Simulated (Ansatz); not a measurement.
# Pb (Lead): a relaxation

Aim: a sound relaxation of Pb (Lead).

Program: Ansatz 0.2.0. Level of theory: DFT, r2SCAN, PAW with Ansatz's default frozen-core files, scalar-relativistic; relaxation of cell and atoms. These are calculated values, not measurements.

**1. The starting structure**

The structure is cubic, space group Fm-3m (No. 225). The conventional cell has a = 4.995 Å, b = 4.995 Å, c = 4.995 Å, α = 90.00°, β = 90.00°, γ = 90.00°. Pb (site symmetry m-3m) is surrounded by 12 Pb at 3.53 Å.

Coordinates:

```cif
data_structure
_symmetry_space_group_name_H-M 'P 1'
_symmetry_Int_Tables_number 1
_cell_length_a 3.5321
_cell_length_b 3.5321
_cell_length_c 3.5321
_cell_angle_alpha 60.000
_cell_angle_beta 60.000
_cell_angle_gamma 60.000
_cell_volume 31.16
loop_
_atom_site_label
_atom_site_type_symbol
_atom_site_fract_x
_atom_site_fract_y
_atom_site_fract_z
_atom_site_occupancy
Pb1 Pb 0.00000 0.00000 0.00000 1
```

**2. Running it**

input.yaml

```yaml
crystal:
  lattice:
    - [0.0, 2.49758729771, 2.49758729771]
    - [2.49758729771, 0.0, 2.49758729771]
    - [2.49758729771, 2.49758729771, 0.0]
  atoms:
    - { symbol: Pb, position: [0.0, 0.0, 0.0] }
kpoints:
  mp_grid: { grid: [20, 20, 20] }
scf:
  occupations: { method: fermi_dirac, width: 0.1 }
  convergence: { dr2_threshold: 1.0e-20 }
  max_iter: 100
hamiltonian:
  xc: r2scan
  pseudopotentials: { kind: paw }
relax:
  f_tol: 0.002
  max_steps: 80
  cell: { p_target: 2 }
output:
  forces: true
  stress: true
  write_density: true
  write_potential: true
  elf: true
  volumetric_format: npy
```

Command:

```
$ ansatz run input.yaml --threads 1 --pin off --max-ram 2560MiB --backend cpu --events-out ev --progress --plain --runs-dir out
```

What happens when this is run?

The run converged and reported no error. Convergence says nothing about whether the input makes sense.

The suspect setting: scf.convergence.dr2_threshold is 1.0e-20. The risk: threshold needlessly tight. Once met, so tight a threshold does no harm; it costs cycles.

Run again and compare: delete scf.convergence.dr2_threshold (the default then holds).
